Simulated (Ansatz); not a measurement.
# C₃H₁₁BN₂: small, medium and large basis sets

How large a basis does C₃H₁₁BN₂ need? Two functionals are run in growing sets.

Computed with Ansatz 0.2.0, Gaussian basis. Level: one geometry, several basis sets.

Plan: PBE0-D4/def2-SVP; ωB97M-V/def2-SVP; PBE0-D4/def2-QZVPP; ωB97M-V/def2-QZVPP; the functionals' def2-TZVPP values are taken from earlier runs.

**1. The relaxed structure**

An earlier PBE0-D4 in a triple-zeta def2 set relaxation fixed the geometry.

SMILES `CC(C)B(N)N`, 17 atoms, charge 0, spin multiplicity 1.

Atoms are counted from 1 here; the program's logs count them from 0.

Bond lengths: C1–C2 1.531 Å, C1–H7 1.095 Å, C1–H8 1.095 Å, C1–H9 1.093 Å, C2–C3 1.524 Å, C2–B4 1.593 Å, C2–H10 1.099 Å, C3–H11 1.093 Å, C3–H12 1.095 Å, C3–H13 1.096 Å, B4–N5 1.414 Å, B4–N6 1.416 Å, N5–H14 1.003 Å, N5–H15 1.004 Å, N6–H16 1.004 Å, N6–H17 1.003 Å. Angles: C2–C1–H7 111.4°, C2–C1–H8 110.8°, C2–C1–H9 112.0°, H7–C1–H8 107.4°, H7–C1–H9 107.8°, H8–C1–H9 107.3°, C1–C2–C3 110.2°, C1–C2–B4 110.2°, C1–C2–H10 107.4°, C3–C2–B4 114.2°, C3–C2–H10 107.6°, B4–C2–H10 107.1°, C2–C3–H11 112.0°, C2–C3–H12 111.4°, C2–C3–H13 111.2°, H11–C3–H12 107.7°, H11–C3–H13 107.7°, H12–C3–H13 106.5° and more.

Geometry (Å):

```xyz
17
charge 0, multiplicity 1
C    -0.4568   -1.6760   -0.0102
C     0.3084   -0.4325    0.4515
C     1.7346   -0.4623   -0.0848
B    -0.5036    0.8849    0.0718
N    -0.0993    1.6912   -1.0165
N    -1.6568    1.2184    0.8233
H     0.0586   -2.5951    0.2880
H    -0.5505   -1.6919   -1.1008
H    -1.4680   -1.7106    0.4025
H     0.3654   -0.4712    1.5485
H     2.3140    0.4052    0.2421
H     2.2664   -1.3605    0.2446
H     1.7460   -0.4777   -1.1806
H     0.7222    1.4894   -1.5550
H    -0.5856    2.5159   -1.3199
H    -2.2526    2.0034    0.6302
H    -1.9616    0.6689    1.6051
```

**2. PBE0-D4 in def2-SVP**

File in.yaml:

```yaml
crystal:
  periodic: [false, false, false]
  atoms:
    - {symbol: C, position_ang: [-0.456760, -1.676033, -0.010222]}
    - {symbol: C, position_ang: [0.308361, -0.432477, 0.451529]}
    - {symbol: C, position_ang: [1.734627, -0.462254, -0.084825]}
    - {symbol: B, position_ang: [-0.503559, 0.884852, 0.071845]}
    - {symbol: N, position_ang: [-0.099321, 1.691243, -1.016451]}
    - {symbol: N, position_ang: [-1.656770, 1.218448, 0.823293]}
    - {symbol: H, position_ang: [0.058611, -2.595142, 0.287955]}
    - {symbol: H, position_ang: [-0.550496, -1.691925, -1.100767]}
    - {symbol: H, position_ang: [-1.468003, -1.710573, 0.402495]}
    - {symbol: H, position_ang: [0.365442, -0.471223, 1.548544]}
    - {symbol: H, position_ang: [2.313995, 0.405226, 0.242149]}
    - {symbol: H, position_ang: [2.266362, -1.360468, 0.244562]}
    - {symbol: H, position_ang: [1.746014, -0.477712, -1.180642]}
    - {symbol: H, position_ang: [0.722236, 1.489358, -1.554962]}
    - {symbol: H, position_ang: [-0.585597, 2.515897, -1.319933]}
    - {symbol: H, position_ang: [-2.252613, 2.003406, 0.630191]}
    - {symbol: H, position_ang: [-1.961630, 0.668876, 1.605138]}
basis:
  gaussian: {orbitals: def2-SVP}
hamiltonian: {xc: pbe0, dispersion: d4}
output: {orbitals: {seedname: orbitals}}
```

Launch:

```
> ansatz run in.yaml --threads 4 --pin off --events-out ev --progress --plain --max-ram 11315MiB
```

After this run come: ωB97M-V in def2-SVP; PBE0-D4 in def2-QZVPP; ωB97M-V in def2-QZVPP.

**Question.** What will the summary of the whole plan be? Wanted: PBE0-D4: double and triple zeta above quadruple; ωB97M-V: double and triple zeta above quadruple.

**Answer**, as computed:

| quantity | value |
| --- | --- |
| PBE0-D4: double and triple zeta above quadruple | 8.19, 0.42 eV |
| ωB97M-V: double and triple zeta above quadruple | 8.57, 0.40 eV |

**Reading.** For PBE0-D4 the step from double to triple zeta gains 7.77 eV and the next only 0.42 eV. Total energies overstate the basis error of differences, where much of it tends to cancel. The LUMO of ωB97M-V is positive and keeps falling with the basis (3.29 to 1.45 eV): an unbound level that the basis holds in place.
